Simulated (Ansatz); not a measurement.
# SnSe2: the cost of one run

Method: DFT, levels as named, plane waves, PAW, in Ansatz 0.2.0.

## Step 1: The starting structure

The structure is trigonal, space group P-3m1 (No. 164). The conventional cell has a = 3.811 Å, b = 3.811 Å, c = 6.136 Å, α = 90.00°, β = 90.00°, γ = 120.00°. Sn (site symmetry -3m) has 6 Se at 2.68 Å as nearest neighbours. Se (site symmetry 3m) is surrounded by 3 Sn at 2.68 Å.

Coordinates:

```cif
data_structure
_symmetry_space_group_name_H-M 'P 1'
_symmetry_Int_Tables_number 1
_cell_length_a 3.8110
_cell_length_b 3.8110
_cell_length_c 6.1360
_cell_angle_alpha 90.000
_cell_angle_beta 90.000
_cell_angle_gamma 120.000
_cell_volume 77.18
loop_
_atom_site_label
_atom_site_type_symbol
_atom_site_fract_x
_atom_site_fract_y
_atom_site_fract_z
_atom_site_occupancy
Sn1 Sn 0.00000 0.00000 0.00000 1
Se1 Se 0.33333 0.66667 0.24900 1
Se2 Se 0.66667 0.33333 0.75100 1
```

## Step 2: Relaxation with PBE

Contents of input.yaml:

```yaml
crystal:
  lattice:
    - [3.811, 0.0, 0.0]
    - [-1.9055, 3.30042281, 0.0]
    - [0.0, 0.0, 6.136]
  atoms:
    - { symbol: Sn, position: [0.0, 0.0, 0.0] }
    - { symbol: Se, position: [0.33333333, 0.66666667, 0.249] }
    - { symbol: Se, position: [0.66666667, 0.33333333, 0.751] }
  symmetry: { tolerance: 0.0003 }
hamiltonian:
  xc: pbe
  pseudopotentials: { kind: paw, azcp: { folder: soft_1 } }
basis:
  ecutwfc: 420
magnetization:
  spin_polarized: false
scf:
  occupations: { method: fermi_dirac, width: 0.02 }
kpoints:
  mp_grid: { grid: [12, 12, 4], shift: [0, 0, 0] }
output:
  forces: true
  stress: true
  eigenvalues: true
relax:
  max_steps: 60
  cell: {}
```

Launch:

```
> ansatz run input.yaml --threads 2 --pin off --max-ram 5632MiB --backend cpu --events-out ev --progress --plain --runs-dir out
```

What time and memory should one allow on 2 threads of AMD EPYC 9R45 (Zen 5), shared host?

About 20 s, with a peak of 0.52 GiB.
